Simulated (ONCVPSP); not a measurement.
# Si: generating and testing an ONCV potential

Aim: build the potential from the settings below, then test how well it stands in for the atom: other configurations, scattering, ghost states and the plane-wave cutoff that it needs.

The numbers are computed with ONCVPSP 4.0.1.1 (patched build) (PBE, scalar-relativistic, spin-unpolarised reference atom).

**1. The atom and the settings**

The settings as typed:

* element: silicon (Si, Z = 14)
* type: optimised norm-conserving Vanderbilt (ONCV)
* frozen core: [He]
* valence charge: 12
* reference configuration: 2s2 2p6 3s2 3p2
* partial waves: 2s+3s: rc 1.05 bohr, ncon 4, nbas 9, qcut 14.1 1/bohr, 2 projectors; 2p+3p: rc 0.95 bohr, ncon 4, nbas 9, qcut 12.6 1/bohr, 3 projectors, debl 2.6 Ha; d scattering state at 0.12 Ha: rc 0.90 bohr, ncon 3, nbas 7, qcut 11.9 1/bohr, 1 projector
* local potential: polynomial inside 0.80 bohr (lpopt 4, dvloc0 1 Ha)
* core correction: polynomial model core, fcfact 0.25

The outer shells as boxes (Hund's rule for the drawing; the calculation is spin-unpolarised):

```
[He] core
2s [↑↓]
2p [↑↓][↑↓][↑↓]
3s [↑↓]
3p [↑ ][↑ ][  ]
```

An earlier all-electron run gives the scale for the radii.

All-electron outer shells of the reference configuration (PBE, scalar-relativistic, ld1.x):

| shell | level (eV) | outermost node (bohr) | outermost maximum (bohr) |
| --- | --- | --- | --- |
| 1s | -1785.94 | – | 0.07 |
| 2s | -139.50 | 0.15 | 0.45 |
| 2p | -95.56 | – | 0.39 |
| 3s | -10.81 | 0.72 | 1.80 |
| 3p | -4.08 | 0.72 | 2.17 |

**2. Generating the potential**

Si.dat reads:

```
# ATOM AND REFERENCE CONFIGURATION
# atsym  z   nc   nv     iexc    psfile
  Si 14.00    1    4        4      upf
#
#   n    l    f
    1    0    2.00
    2    0    2.00
    2    1    6.00
    3    0    2.00
    3    1    2.00
#
# PSEUDOPOTENTIAL AND OPTIMIZATION
# lmax
    2
#
#   l,   rc,      ep,       ncon, nbas, qcut
    0    1.05    0.00    4    9   14.10
    1    0.95    0.00    4    9   12.60
    2    0.90    0.12    3    7   11.90
#
# LOCAL POTENTIAL
# lloc, lpopt,  rc(5),   dvloc0
    4    4    0.80    1.00
#
# VANDERBILT-KLEINMAN-BYLANDER PROJECTORs
# l, nproj, debl
    0    2    1.20
    1    3    2.60
    2    1    1.40
#
# MODEL CORE CHARGE
# icmod, fcfact, rcfact
    1    0.25    0.00
#
# LOG DERIVATIVE ANALYSIS
# epsh1, epsh2, depsh
   -7.00    5.00    0.04
#
# OUTPUT GRID
# rlmax, drl
    6.00    0.01
#
# TEST CONFIGURATIONS
# ncnf
    4
# nvcnf
#   n    l    f
    4
    2    0    2.00
    2    1    6.00
    3    0    2.00
    3    1    1.00
#
    4
    2    0    2.00
    2    1    6.00
    3    0    2.00
    3    1    0.00
#
    4
    2    0    2.00
    2    1    6.00
    3    0    1.00
    3    1    0.00
#
    4
    2    0    2.00
    2    1    6.00
    3    0    0.00
    3    1    0.00
#
```

Run with:

```
$ oncvpsp.x < Si.dat > Si.out
```

What does the calculation give? Wanted: cutoffs for 1 and 0.1 mHa per electron, occupied waves; bound ghosts; GHOST(+) flags; largest test error; largest phase difference near zero energy, channels read; rms error of d²Exc/dn², without and with the model core.

As calculated:

| quantity | value |
| --- | --- |
| cutoffs for 1 and 0.1 mHa per electron, occupied waves | 73 Ha and 144 Ha |
| bound ghosts | none found |
| GHOST(+) flags | none at low energy |
| largest test error (AE − PS) | +2.9 meV, for 2s2 2p6 3s2 3p0 (1 test unsolved) |
| largest phase difference near zero energy, channels read | 0.000 rad |
| rms error of d²Exc/dn², without and with the model core | 1.25 and 1.69 mHa |

The worst unpolarised test, 2s2 2p6 3s2 3p0, is off by 2.9 meV on 23.7 eV; by total energies transferability rates as very good where solved. Of the tests 1 gave no usable energy difference, which is a warning in itself. By its cutoff, 73 Ha for the looser tolerance, it is very hard. The program's ghost test flags no bound state. Near zero energy the phases of the channels with partial waves agree within 0.001 rad. These are tests on the free atom; a crystal test is still owed.
